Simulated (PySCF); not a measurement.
**[Nd(H2O)5]3+: forces at shaken geometries**

How stiff is [Nd(H2O)5]3+? Its atoms are displaced at random by several amounts. The species was built from a template and needn't be a known compound.

Program: PySCF 2.14.0. Level of theory: BP86, Nd lcecp-1-SVP with ECP49, O def2-SVP, H def2-SVP; scalar-relativistic core potentials, no spin–orbit coupling. These are calculated values, not measurements.

2 further runs of the same task are left out: 1 for a known fault of the program, 1 that didn't finish.

## (1) Where the work starts

16 atoms, charge 3, spin multiplicity 1.

Bond lengths: Nd1–O2 2.416 Å, Nd1–O5 2.416 Å, Nd1–O8 2.376 Å, Nd1–O11 2.403 Å, Nd1–O14 2.403 Å, O2–H3 0.990 Å, O2–H4 0.990 Å, O5–H6 0.990 Å, O5–H7 0.990 Å, O8–H9 0.992 Å, O8–H10 0.992 Å, O11–H12 0.991 Å, O11–H13 0.992 Å, O14–H15 0.992 Å, O14–H16 0.991 Å. Angles: O2–Nd1–O5 162.1°, O2–Nd1–O8 98.9°, O2–Nd1–O11 86.7°, O2–Nd1–O14 86.7°, O5–Nd1–O8 98.9°, O5–Nd1–O11 86.7°, O5–Nd1–O14 86.7°, O8–Nd1–O11 111.6°, O8–Nd1–O14 111.6°, O11–Nd1–O14 136.7°, Nd1–O2–H3 128.2°, Nd1–O2–H4 128.5°, H3–O2–H4 103.3°, Nd1–O5–H6 128.2°, Nd1–O5–H7 128.5°, H6–O5–H7 103.3°, Nd1–O8–H9 128.2°, Nd1–O8–H10 128.2° and more.

As a file:

```xyz
16
charge 3, multiplicity 1
Nd   -0.02187    0.00000    0.00000
O    -0.39704    0.04338    2.38628
H    -0.50494    0.83167    2.97544
H    -0.50561   -0.72086    3.00683
O    -0.39704   -0.04335   -2.38628
H    -0.50501   -0.83163   -2.97544
H    -0.50555    0.72090   -3.00683
O     2.35438   -0.00009    0.00000
H     2.96815    0.00909   -0.77904
H     2.96815   -0.00932    0.77904
O    -0.90811    2.23321   -0.04167
H    -0.41111    3.09101   -0.05638
H    -1.85816    2.51742   -0.05159
O    -0.90829   -2.23314    0.04167
H    -1.85836   -2.51728    0.05159
H    -0.41135   -3.09098    0.05638
```

Formal oxidation states: Nd +3. Each metal's 3 4f electrons lie in its core potential, so multiplicities, spins and levels count the valence alone. An earlier session relaxed this geometry at BP86, Nd lcecp-1-SVP with ECP49, O def2-SVP, H def2-SVP (singlet, point group C2).

Its energy there is -414.961289 Eh.

## (2) Atoms moved at random, σ = 0.06 Å

Contents of run.py (the lines that set the calculation):

```python
mol = gto.M(atom='''
Nd     0.00611    -0.05830     0.08229
O     -0.32862     0.09519     2.40289
H     -0.52872     0.87036     3.01307
H     -0.61727    -0.65252     2.98600
O     -0.43146    -0.05621    -2.35478
H     -0.56553    -0.78794    -2.94250
H     -0.54830     0.67953    -2.96964
O      2.42550    -0.05703     0.07529
H      3.01567    -0.13036    -0.90377
H      2.93319    -0.09856     0.80878
O     -1.00796     2.19002    -0.15709
H     -0.31092     3.17027    -0.05167
H     -1.92484     2.56625    -0.16473
O     -0.86544    -2.20918     0.01937
H     -1.81053    -2.45836     0.01605
H     -0.34263    -3.06313     0.14045''',
    basis={'Nd': 'lcecp-1-SVP', 'O': 'def2-SVP', 'H': 'def2-SVP'},
    ecp={'Nd': 'lcecp-1-SVP'},
    charge=3, spin=0)
mf = dft.RKS(mol, xc='B88,P86')
mf.grids.atom_grid = (50, 194)  # f atoms: unpruned, at least (60, 302)
mf = mf.density_fit()  # fitting sets: Nd AutoAux, O def2-universal-JKFIT, H def2-universal-JKFIT
mf.conv_tol = 1e-08; mf.max_cycle = 55
mf.kernel(dm0)  # dm0: the density of the relaxed state
```

Launch:

```sh
$ OMP_NUM_THREADS=4 python run.py
```

## (3) Atoms moved at random, σ = 0.06 Å

Contents of run.py (the lines that set the calculation):

```python
mol = gto.M(atom='''
Nd     0.07459     0.01990    -0.04483
O     -0.41141     0.10814     2.41986
H     -0.52205     0.86559     2.97651
H     -0.40253    -0.57696     3.11821
O     -0.47847    -0.09739    -2.37120
H     -0.64896    -0.83458    -2.95827
H     -0.45458     0.71786    -3.09018
O      2.36072    -0.03620     0.01604
H      2.99148     0.04448    -0.71785
H      2.92272    -0.11996     0.77396
O     -0.89394     2.24785    -0.13776
H     -0.39221     3.08981    -0.10179
H     -1.85137     2.44737    -0.12649
O     -0.84771    -2.20353     0.08606
H     -1.88486    -2.50946     0.13043
H     -0.46319    -3.16290     0.02731''',
    basis={'Nd': 'lcecp-1-SVP', 'O': 'def2-SVP', 'H': 'def2-SVP'},
    ecp={'Nd': 'lcecp-1-SVP'},
    charge=3, spin=0)
mf = dft.RKS(mol, xc='B88,P86')
mf.grids.atom_grid = (50, 194)  # f atoms: unpruned, at least (60, 302)
mf = mf.density_fit()  # fitting sets: Nd AutoAux, O def2-universal-JKFIT, H def2-universal-JKFIT
mf.conv_tol = 1e-08; mf.max_cycle = 55
mf.kernel(dm0)  # dm0: the density of the relaxed state
```

## (4) Atoms moved at random, σ = 0.06 Å

Contents of run.py (the lines that set the calculation):

```python
mol = gto.M(atom='''
Nd     0.05071    -0.03331    -0.02083
O     -0.35408     0.01372     2.41088
H     -0.47136     0.88380     3.08878
H     -0.56546    -0.71697     2.92006
O     -0.33994    -0.01728    -2.44471
H     -0.55067    -0.79057    -3.02611
H     -0.44317     0.74758    -3.02728
O      2.25784     0.04572    -0.03398
H      2.94219     0.02066    -0.78323
H      2.86069     0.01037     0.82703
O     -0.91206     2.18090     0.01927
H     -0.41338     2.96180    -0.07774
H     -1.79669     2.57980     0.01187
O     -0.90255    -2.18981     0.02113
H     -1.86271    -2.52669     0.09492
H     -0.40113    -3.16969     0.01996''',
    basis={'Nd': 'lcecp-1-SVP', 'O': 'def2-SVP', 'H': 'def2-SVP'},
    ecp={'Nd': 'lcecp-1-SVP'},
    charge=3, spin=0)
mf = dft.RKS(mol, xc='B88,P86')
mf.grids.atom_grid = (50, 194)  # f atoms: unpruned, at least (60, 302)
mf = mf.density_fit()  # fitting sets: Nd AutoAux, O def2-universal-JKFIT, H def2-universal-JKFIT
mf.conv_tol = 1e-08; mf.max_cycle = 55
mf.kernel(dm0)  # dm0: the density of the relaxed state
```

**Question.** What will these runs give? Wanted: for each run, σ; energy rise; harmonic estimate −½ F·u; largest force component.

The runs gave:

| σ (Å) | energy rise (eV) | harmonic estimate −½ F·u (eV) | largest force component (eV/Å) |
| --- | --- | --- | --- |
| 0.06 | 1.627 | 1.501 | 8.57 |
| 0.06 | 0.667 | 0.645 | 3.64 |
| 0.06 | 1.019 | 0.972 | 6.13 |

Every displacement raises the energy. For a harmonic well the rise equals −½ F·u; the two differ by at most 8 % here (a move with σ = 0.06 Å), from anharmonicity, the grid and the small forces left at the relaxed point. The bases are small and lack diffuse functions. Spin–orbit coupling is left out.
